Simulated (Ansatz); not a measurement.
**C₂H₅NSi: a ladder of functionals and wavefunction methods**

The task here is to estimate one member of a computed series from the others.

Computed with Ansatz 0.2.0, Gaussian basis. Level: functionals in def2-TZVPP, the program's frozen cores in correlated methods.

Levels to be run: LDA (SPW92), PBE-D4, revPBE-D4, BLYP-D4, r2SCAN-D4, B97M-V, PBE0-D4, B3LYP-D4, r2SCANh-D4, r2SCAN0-D4, HSE06-D4, BHLYP-D4, CAM-B3LYP-D4, LC-ωPBE, ωB97X-V, ωB97M-V, B2PLYP, PBE-QIDH; CCSD(T)/def2-SVP; CCSD(T)/def2-TZVPP; MP2/def2-QZVPP; extrapolation to the limit; RPA on PBE.

## The relaxed structure

An earlier PBE0-D4 in a triple-zeta def2 set relaxation fixed the geometry.

SMILES `C1=C[SiH2]N1`, 9 atoms, charge 0, spin multiplicity 1.

Atoms are counted from 1 here; the program's logs count them from 0.

Bond lengths: C1–C2 1.352 Å, C1–N4 1.410 Å, C1–H5 1.090 Å, C2–Si3 1.835 Å, C2–H6 1.076 Å, Si3–N4 1.775 Å, Si3–H7 1.486 Å, Si3–H8 1.487 Å, N4–H9 1.008 Å. Angles: C2–C1–N4 109.6°, C2–C1–H5 129.7°, N4–C1–H5 120.7°, C1–C2–Si3 85.9°, C1–C2–H6 128.3°, Si3–C2–H6 145.8°, C2–Si3–N4 77.3°, C2–Si3–H7 121.9°, C2–Si3–H8 117.8°, N4–Si3–H7 114.8°, N4–Si3–H8 113.5°, H7–Si3–H8 108.4°, C1–N4–Si3 86.6°, C1–N4–H9 118.6°, Si3–N4–H9 129.9°.

Coordinates:

```mol
C2H5NSi
  3D, bonds by distance, orders not assigned

  9  9  0  0  0  0  0  0  0  0999 V2000
   -0.5146    0.8902   -0.3589 C   0  0
    0.7735    0.9062    0.0502 C   0  0
    0.5861   -0.9054    0.2774 Si  0  0
   -0.9635   -0.4426   -0.4545 N   0  0
   -1.1682    1.7185   -0.6317 H   0  0
    1.4433    1.7465    0.1116 H   0  0
    1.3811   -1.8817   -0.5126 H   0  0
    0.4557   -1.4209    1.6662 H   0  0
   -1.9049   -0.6570   -0.1651 H   0  0
  1  2  8  0
  2  3  8  0
  3  4  8  0
  1  5  8  0
  2  6  8  0
  3  7  8  0
  3  8  8  0
  4  9  8  0
  1  4  8  0
M  END
```

Set-up of the first run:

The input, in.yaml:

```yaml
crystal:
  periodic: [false, false, false]
  atoms:
    - {symbol: C, position_ang: [-0.514648, 0.890238, -0.358949]}
    - {symbol: C, position_ang: [0.773490, 0.906186, 0.050203]}
    - {symbol: Si, position_ang: [0.586057, -0.905423, 0.277417]}
    - {symbol: N, position_ang: [-0.963464, -0.442645, -0.454470]}
    - {symbol: H, position_ang: [-1.168221, 1.718492, -0.631674]}
    - {symbol: H, position_ang: [1.443325, 1.746520, 0.111608]}
    - {symbol: H, position_ang: [1.381098, -1.881693, -0.512568]}
    - {symbol: H, position_ang: [0.455674, -1.420866, 1.666230]}
    - {symbol: H, position_ang: [-1.904912, -0.657009, -0.165095]}
basis:
  gaussian: {orbitals: def2-TZVPP}
hamiltonian: {xc: lda}
output: {orbitals: {seedname: orbitals}}
```

The run is started by

```
ansatz run in.yaml --threads 2 --pin off --events-out ev --progress --plain --max-ram 4352MiB
```

Among the steps run: LDA; PBE-D4 (GGA); revPBE-D4 (GGA); BLYP-D4 (GGA); r2SCAN-D4 (meta-GGA); B97M-V (meta-GGA); B3LYP-D4 (hybrid); r2SCANh-D4 (hybrid); r2SCAN0-D4 (hybrid); HSE06-D4 (hybrid); BHLYP-D4 (hybrid); CAM-B3LYP-D4 (range-separated); LC-ωPBE (range-separated); ωB97X-V (range-separated); ωB97M-V (range-separated); B2PLYP (double hybrid); PBE-QIDH (double hybrid).

One table of the session follows, with a row left open; its other results are not shown here.

It belongs to the step «Orbital energies across the functionals». 

```
  functional  HOMO (eV)  gap (eV)
 LDA (SPW92)      -5.29      4.17
      PBE-D4      -5.12      4.22
   revPBE-D4      -5.06      4.25
     BLYP-D4      -4.95      4.19
   r2SCAN-D4      -5.31      4.66
      B97M-V      -5.39      4.72
     PBE0-D4          ?         ?
    B3LYP-D4      -6.03      5.84
  r2SCANh-D4      -5.74      5.45
  r2SCAN0-D4      -6.40      6.62
    HSE06-D4      -5.86      5.52
    BHLYP-D4      -7.25      8.15
CAM-B3LYP-D4      -7.55      8.58
     LC-ωPBE      -8.91     11.12
     ωB97X-V      -8.55     10.61
     ωB97M-V      -8.47     10.18
```

Estimate the missing values for PBE0-D4.

The run gave: HOMO (eV): -6.26; gap (eV): 6.30. In the column «HOMO (eV)» it lies between r2SCAN0-D4 (-6.40) and B3LYP-D4 (-6.03).
